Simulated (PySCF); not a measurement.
# C5H10N3: the cost of one run

Computed with PySCF 2.14.0, with density-fitted response routines of our own, on a single molecule in the gas phase. Atoms count from 0, in the outputs and in this text.

## Step 1: Starting geometry

18 atoms, charge 1, multiplicity 1; geometry from: GFN2-xTB.

Bonds of the start (Å): C0–C1 1.52, C1–N2 1.44, N2–C3 1.32, C3–N4 1.34, N4–C5 1.44, N4–C6 1.36, C6–N7 1.30, N7–N2 1.33, C0–H8 1.09, C0–H9 1.09, C0–H10 1.09, C1–H11 1.09, C1–H12 1.09, C3–H13 1.07, C5–H14 1.09, C5–H15 1.09, C5–H16 1.09, C6–H17 1.07.

## Step 2: Optimising the geometry at PBE0-D3(BJ)/def2-SVP

The job: settings as JSON, then the geometry in Å.

```
{"job": {"xc": "PBE0", "basis": "def2-SVP", "d3": "d3bj", "grid": 1, "kind": "geom"}, "charge": 1, "multiplicity": 1}
C     -2.681790    -0.065050     1.116760
C     -1.988360     0.758410     0.036800
N     -0.636230     0.292330    -0.161420
C      0.471840     0.662370     0.462470
N      1.474570    -0.082030    -0.016130
C      2.864610    -0.025610     0.345970
C      0.904050    -0.903400    -0.939650
N     -0.369550    -0.677750    -1.025680
H     -2.705190    -1.115530     0.839820
H     -2.179030     0.040430     2.074780
H     -3.704310     0.281780     1.226320
H     -1.957790     1.814010     0.311270
H     -2.506730     0.638900    -0.915950
H      0.551730     1.424570     1.212740
H      3.197380    -1.000570     0.703540
H      3.464320     0.247060    -0.523240
H      3.014040     0.714280     1.128990
H      1.430810    -1.633810    -1.520090
```

Q: Estimate the wall time of this first job on 8 threads of Intel Xeon at 2.50GHz (Skylake/Cascade Lake), shared host.

About 3.5 min.
